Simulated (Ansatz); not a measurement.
# CoSi (P2_13) in Ansatz: a series of runs, part 2 of 3

Ansatz 0.2.0. Earlier steps stand in the parts before.

### 3 Relaxation of cell and atoms, PBE+D3(BJ), collinear spin, ferromagnetic start

File input.yaml:

```yaml
crystal:
  lattice:
    - [4.438, 0.0, 0.0]
    - [0.0, 4.438, 0.0]
    - [0.0, 0.0, 4.438]
  atoms:
    - { symbol: Co, position: [0.86, 0.64, 0.36], spin: 2.0 }
    - { symbol: Co, position: [0.64, 0.36, 0.86], spin: 2.0 }
    - { symbol: Co, position: [0.36, 0.86, 0.64], spin: 2.0 }
    - { symbol: Co, position: [0.14, 0.14, 0.14], spin: 2.0 }
    - { symbol: Si, position: [0.157, 0.343, 0.657] }
    - { symbol: Si, position: [0.343, 0.657, 0.157] }
    - { symbol: Si, position: [0.657, 0.157, 0.343] }
    - { symbol: Si, position: [0.843, 0.843, 0.843] }
hamiltonian:
  xc: pbe
  pseudopotentials: { kind: paw }
  dispersion: d3bj
magnetization:
  spin_polarized: true
kpoints:
  mp_grid: { grid: [6, 6, 6] }
scf:
  occupations: { method: fermi_dirac, width: 0.05 }
output:
  forces: true
  stress: true
relax:
  f_tol: 0.01
  max_steps: 40
  cell: { stress_tol: 0.05 }
```

Potentials or basis: Ansatz PAW.

Started as:

```sh
$ ansatz run input.yaml --threads 4 --pin off --max-ram 11264MiB --backend cpu --events-out ev --progress --plain --runs-dir out
```

The log of the run:

```text
Warning: RAYON_NUM_THREADS=4 ignored (pool sized by the plan → 4); use --threads N
Engine: ansatz 0.2.0, aarch64-unknown-linux-gnu
Pseudopotentials: kind: paw
Pseudopotential: Co, paw, valence charge 17, recommended cutoff 420 eV (normal), Co.paw.azcp
Pseudopotential: Si, paw, valence charge 4, recommended cutoff 420 eV (normal), Si.paw.azcp
Functional definition: PBE
  parameter kappa = 0.804
  parameter beta = 0.06672455060314922
  exchange = pbe_x(kappa = kappa, mu = beta*pi^2/3)
  correlation = pbe_c(beta = beta)
Crystal: 8 atoms, lattice volume = 87.410 Å³
Basis set: ecut = 420 eV, 1743 PW (Γ), exchange–correlation on 60×60×60 points (8 copies of the dense FFT grid, shifted against one another)
Bands: 56, of which v1, the nominal top of the filled ones, is band 42 counted from 1 (41 counted from 0)
Symmetry: 12 space group operations
Space group: P213 (ITA 198), of the structure as read, at distance tolerance 4.4e-5 Å
Magnetic group: BNS 198.9 (UNI 1511), of the structure as read, at distance tolerance 4.4e-5 Å
k-points: 24 of 216 (time reversal used)
Non-local potential: Co, projectors of the file, l = 0: 3, l = 1: 2, l = 2: 3, l = 3: 1
Non-local potential: Si, projectors of the file, l = 0: 2, l = 1: 2, l = 2: 2
PAW form: soft (Blöchl's): semilocal exchange-correlation on the pseudo side does not see the compensation charge
PAW one-centre angular grid: Co, 590 points (default); XC on 64 Gauss nodes
PAW one-centre angular grid: Si, 110 points (default); XC on 64 Gauss nodes
Initial density: superposition of atomic densities (chi_scale 0.1, normalization cell)
Starting moments: Σ|m| = 8 μB on 4 of 8 sites
Initial wavefunctions: pseudopotential atomic-orbital guess
Functional: x = pbe(κ = 0.804, μ = 0.2195149727645171), c = pbe(β = 0.06672455060314922)
SCF iter   1: F=—  HF=-23048.840892 eV  |F-HF|=—  |Δ(HF+E_count)|=         —  Δρ=9.20e-2 (↑9.20e-2 ↓3.53e-2)  dr2=5.22e0  dr2_m=1.82e0  M=4.479 μB ∫|m|=6.157 μB  β_m=0.30  ethr=3.10e-3  ⟨swp⟩=6.7  Hψ=10504  notcnv=0  defer=6
Mixer restart at iter 1: flushing history
preconditioner: auto → Kerker (q_TF=auto, 2.710 Å⁻¹)  [metal: Δε(μ)=0.008 eV  Ē_g=8.126 eV  σ=0.050 eV  W_gap=0.04  n_scr=26 (ndim 8)  ℏωp=28.6 eV  f_vac=0.000  D(μ)=4.81/eV (n_scr^D=32)]
spin=Collinear: Kerker preconditioning applied to the charge; magnetization (m = ρ↑ − ρ↓) channel mixes plain (no charge-response kernel on spin).
SCF iter   2: F=—  HF=-23047.810710 eV  |F-HF|=—  |Δ(HF+E_count)|=    1.03e0  Δρ=5.36e-2 (↑4.34e-2 ↓5.36e-2)  dr2=8.34e-1  dr2_m=1.69e0  M=4.001 μB ∫|m|=5.619 μB  β_m=0.41  ethr=3.10e-3  ⟨swp⟩=2.1  Hψ=4419  notcnv=0  defer=247
SCF iter   3: F=—  HF=-23051.402922 eV  |F-HF|=—  |Δ(HF+E_count)|=    3.59e0  Δρ=5.69e-2 (↑3.25e-2 ↓5.69e-2)  dr2=1.21e0  dr2_m=1.48e0  M=3.530 μB ∫|m|=4.962 μB  β_m=0.19  ethr=9.93e-4  ⟨swp⟩=2.6  Hψ=3934  notcnv=0  defer=247
SCF iter   4: F=—  HF=-23053.282087 eV  |F-HF|=—  |Δ(HF+E_count)|=    1.88e0  Δρ=4.45e-2 (↑3.68e-2 ↓4.45e-2)  dr2=6.13e-1  dr2_m=1.24e0  M=3.190 μB ∫|m|=4.492 μB  β_m=0.11  ethr=9.93e-4  ⟨swp⟩=2.1  Hψ=3821  notcnv=0  defer=250
SCF iter   5: F=—  HF=-23054.206019 eV  |F-HF|=—  |Δ(HF+E_count)|=   9.24e-1  Δρ=4.13e-2 (↑4.13e-2 ↓2.67e-2)  dr2=3.56e-1  dr2_m=8.43e-1  M=2.891 μB ∫|m|=4.036 μB  β_m=0.71  ethr=7.30e-4  ⟨swp⟩=2.1  Hψ=3802  notcnv=0  defer=257
SCF iter   6: F=—  HF=-23056.395812 eV  |F-HF|=—  |Δ(HF+E_count)|=    2.19e0  Δρ=2.65e-2 (↑2.65e-2 ↓9.08e-3)  dr2=5.00e-1  dr2_m=1.63e-1  M=0.356 μB ∫|m|=0.807 μB  β_m=0.86  ethr=4.24e-4  ⟨swp⟩=3.3  Hψ=5388  notcnv=0  defer=260
[... 91 lines left out ...]
SCF iter   6: F=—  HF=-23056.702720 eV  |F-HF|=—  |Δ(HF+E_count)|=   1.05e-7  Δρ=1.97e-6 (↑1.96e-6 ↓1.97e-6)  dr2=1.23e-8  dr2_m=1.23e-14  M=-0.000 μB ∫|m|=0.000 μB  β_m=0.94  ethr=1.07e-10  ⟨swp⟩=2.0  Hψ=3946  notcnv=0
SCF iter   7: F=—  HF=-23056.702720 eV  |F-HF|=—  |Δ(HF+E_count)|=   9.79e-9  Δρ=1.54e-7 (↑1.52e-7 ↓1.54e-7)  dr2=4.07e-11  dr2_m=9.89e-16  M=0.000 μB ∫|m|=0.000 μB  β_m=0.93  ethr=1.47e-11  ⟨swp⟩=2.8  Hψ=4852  notcnv=0
SCF iter   8: F=—  HF=-23056.702720 eV  |F-HF|=—  |Δ(HF+E_count)|=  9.46e-11  Δρ=6.93e-8 (↑6.86e-8 ↓6.93e-8)  dr2=1.25e-11  dr2_m=1.20e-16  M=0.000 μB ∫|m|=0.000 μB  β_m=0.96  ethr=1.00e-12  ⟨swp⟩=1.0  Hψ=2688  notcnv=0
SCF iter   9: F=-23056.702720 eV  HF=-23056.702720 eV  |F-HF|=7.28e-12  |Δ(HF+E_count)|=  2.18e-11  Δρ=4.60e-8 (↑4.59e-8 ↓4.60e-8)  dr2=5.69e-12  dr2_m=5.69e-19  M=0.000 μB ∫|m|=0.000 μB  ethr=1.00e-12  ⟨swp⟩=2.2  Hψ=7551  notcnv=0
the starting moments were not kept: the SCF closed with an absolute magnetisation of 9.0e-10 μB, where they sum to 8 μB in size (4 sites). That is at most 0.1 of that sum. Measured as dr2_m measures the in/out step, that magnetisation stands 1.4e-19 eV from none, at or under the dr2_threshold of 8.0e-11 eV: it is no larger than a step whose dr2_m would equal this threshold.
SCF 6 converged in 9 iterations: F = -23056.702720 eV  dr2 = 5.69e-12
relax step   6: F+E_penalty+E_count = -23056.70271984 eV  Δ(F+E_penalty+E_count) = +1.766e-3 eV  max|allowed force component| = 1.797e-3 eV/Å  Δτ_max = 0.0000 Å  P = -0.016 GPa  Ω = 84.099 Å³  stress off target by 1.59e-2 GPa  SCF on the basis re-selected at this cell (its energy is not comparable with the rows above)  (9 SCF iters)
basis re-selected at this cell: Δ(F+E_penalty+E_count) = +1.766e-3 eV, ΔP = -0.022 GPa vs the last step (what re-selecting the basis moved, of the pressure what is left beyond the Pulay correction that the steps carried, after the strain that the cell walked since its last selection, with what the two solves' SCF thresholds leave and, on support functions, any second-order correction that the steps lacked; it is no measure of the basis error at this ecutwfc). This SCF's stress stands 1.59e-2 GPa from its target on what of the cell is left free (relax.cell.stress_tol is 5.00e-2 GPa) and its largest allowed force component is 1.80e-3 eV/Å (relax.f_tol is 1.00e-2 eV/Å): within both
SCF converged after 9 iterations
Magnetization: 0.0000 μB (42.0000 up, 42.0000 down)
Absolute magnetization: 0.0000 μB (∫|ρ↑−ρ↓|, with the PAW one-centre terms)
Spin contamination: 0.0000 ħ² per cell (⟨S²⟩ above its minimum at these occupations)
Per-site moments (μB) at R_I (Å): [(7.991569419276051e-11, 0.9466716570673334), (7.991565460174474e-11, 0.9466716570673334), (7.991542976137174e-11, 0.9466716570673334), (7.991527303906346e-11, 0.9466716570673338), (-1.4921131808182236e-12, 0.9466716570673334), (-1.4918072578925322e-12, 0.9466716570673334), (-1.4922512576490112e-12, 0.9466716570673334), (-1.4922414646836354e-12, 0.9466716570673338)]
Free energy (F): -23056.702720 eV
Harris-Foulkes:  -23056.702720 eV  (|F-HF|=7.28e-12)
Internal energy: -23056.690067 eV  (E = F + TS)
E sigma→0 (E₀):  -23056.696393 eV
Entropy (-TS):   -0.012653 eV (-1.582 meV/atom)
Fermi energy:    17.403637 eV
--- Per-component energies (eV) ---
  E_band       = -896.844407
  E_kinetic    = 2019.135180
  E_local      = -14035.060642  (includes V_loc(G=0)·N_el)
  E_nonlocal   = 1921.938805
  E_hartree    = 6103.544726
  E_xc         = -872.753488
  E_vxc        = -1029.697803  (∫ρ·V_xc dr)
  E_paw        = -8119.759280  (= ΣΔE_a)
  E_vpaw       = -1980.249287  (= ΣTr[D̂ρ^β])
  E_aug_tail   = 0.000259  (compensation charges beyond the density's cutoff)
  E_ewald      = -10069.659167
  E_disp       = -4.076460  (pairwise vdW)
  E_smearing   = -0.012653  (= −TS)
  E_closure    = 0.000000  (closes the sum)
  Σ components = -23056.702720   (vs F -23056.702720, Δ=0.00e0)
--- Forces (eV/Å), atoms counted from 1 ---
  atom   1  Co     0.00001728    -0.00001728     0.00001728
  atom   2  Co    -0.00001728     0.00001728     0.00001728
  atom   3  Co     0.00001728     0.00001728    -0.00001728
  atom   4  Co    -0.00001728    -0.00001728    -0.00001728
  atom   5  Si     0.00179743    -0.00179743     0.00179743
  atom   6  Si    -0.00179743     0.00179743     0.00179743
  atom   7  Si     0.00179743     0.00179743    -0.00179743
  atom   8  Si    -0.00179743    -0.00179743    -0.00179743
  max |Σ_I F_I| component: 6.83e-17 eV/Å
--- Stress (GPa, compression-positive) ---
       -0.015910       0.000000      -0.000000
        0.000000      -0.015910      -0.000000
       -0.000000      -0.000000      -0.015910
  P = ⅓ Tr σ = -0.0159 GPa (-0.159 kbar)
--- Relaxed structure (5 steps of the walk, 5 accepted, 1 SCFs on fresh bases) ---
  F+E_penalty+E_count = -23056.70271984 eV   max|allowed force component| = 1.797e-3 eV/Å   (the final SCF, on the basis selected at the relaxed cell)
  cell:  # Å, volume = 84.0993 Å³
    - [4.381244580376355, 1.925929944387236e-34, 1.2839532962581559e-34]
    - [3.851859888774472e-34, 4.381244580376355, 1.2839532962581572e-34]
    - [1.2839532962581559e-34, 1.2839532962581572e-34, 4.381244580376355]
  atoms:
    - { symbol: Co, position: [0.8539091548229575, 0.6460908451770425, 0.35390915482295754] }
    - { symbol: Co, position: [0.6460908451770425, 0.35390915482295754, 0.8539091548229575] }
    - { symbol: Co, position: [0.35390915482295754, 0.8539091548229575, 0.6460908451770425] }
    - { symbol: Co, position: [0.1460908451770425, 0.1460908451770425, 0.1460908451770425] }
    - { symbol: Si, position: [0.15633388120547012, 0.3436661187945299, 0.6563338812054702] }
    - { symbol: Si, position: [0.3436661187945299, 0.6563338812054702, 0.15633388120547012] }
    - { symbol: Si, position: [0.6563338812054702, 0.15633388120547012, 0.3436661187945299] }
    - { symbol: Si, position: [0.8436661187945298, 0.8436661187945298, 0.8436661187945298] }
```

Wall time 46 s (4 threads of Arm Neoverse V1, shared host); peak memory 0.51 GiB.

Results:

| Property | Result |
| --- | --- |
| Free energy | -23056.7027 eV |
| Relaxed volume | 10.51 Å³/atom |
| Relaxed cell | a = 4.381 Å, b = 4.381 Å, c = 4.381 Å, α = 90.00°, β = 90.00°, γ = 90.00° |
| Space group after relaxing (to 0.05 Å) | P2_13 (No. 198) |
| Energy gained by relaxing | 13.7 meV/atom |
| Ionic steps | 6 |
| Pressure after relaxing | 0.0 GPa |
| Largest force after relaxing | 0.003 eV/Å |
| Net moment | 0.00 μB per cell |
| Absolute moment | 0.00 μB per cell |

Forces in eV/Å, atoms in the order of the input:
```
Co   0.000  0.000  0.000
Co   0.000  0.000  0.000
Co   0.000  0.000  0.000
Co   0.000  0.000  0.000
Si   0.002 -0.002  0.002
Si  -0.002  0.002  0.002
Si   0.002  0.002 -0.002
Si  -0.002 -0.002 -0.002
```

The path:
```tsv
step	energy change (eV)	largest force (eV/Å)	volume (Å³)
1	0.0000	0.2582	87.41
2	-0.0754	0.2485	85.62
3	-0.1095	0.0859	83.83
4	-0.1115	0.0277	84.01
5	-0.1117	0.0031	84.10
6	-0.1099	0.0031	84.10
```

Final structure:
```
Co Si
1.0
     4.38124    0.00000    0.00000
     0.00000    4.38124    0.00000
     0.00000    0.00000    4.38124
Co Si
4 4
Cartesian
  3.7412 2.8307 1.5506
  2.8307 1.5506 3.7412
  1.5506 3.7412 2.8307
  0.6401 0.6401 0.6401
  0.6849 1.5057 2.8756
  1.5057 2.8756 0.6849
  2.8756 0.6849 1.5057
  3.6963 3.6963 3.6963
```

Caveat: the starting moments collapsed, and a magnetic state may lie lower; the plane-wave basis is chosen anew once the cell has moved, so the energies of steps on either side of that aren't comparable; the starting moments weren't kept.

(Part 2 of 3 ends here.)
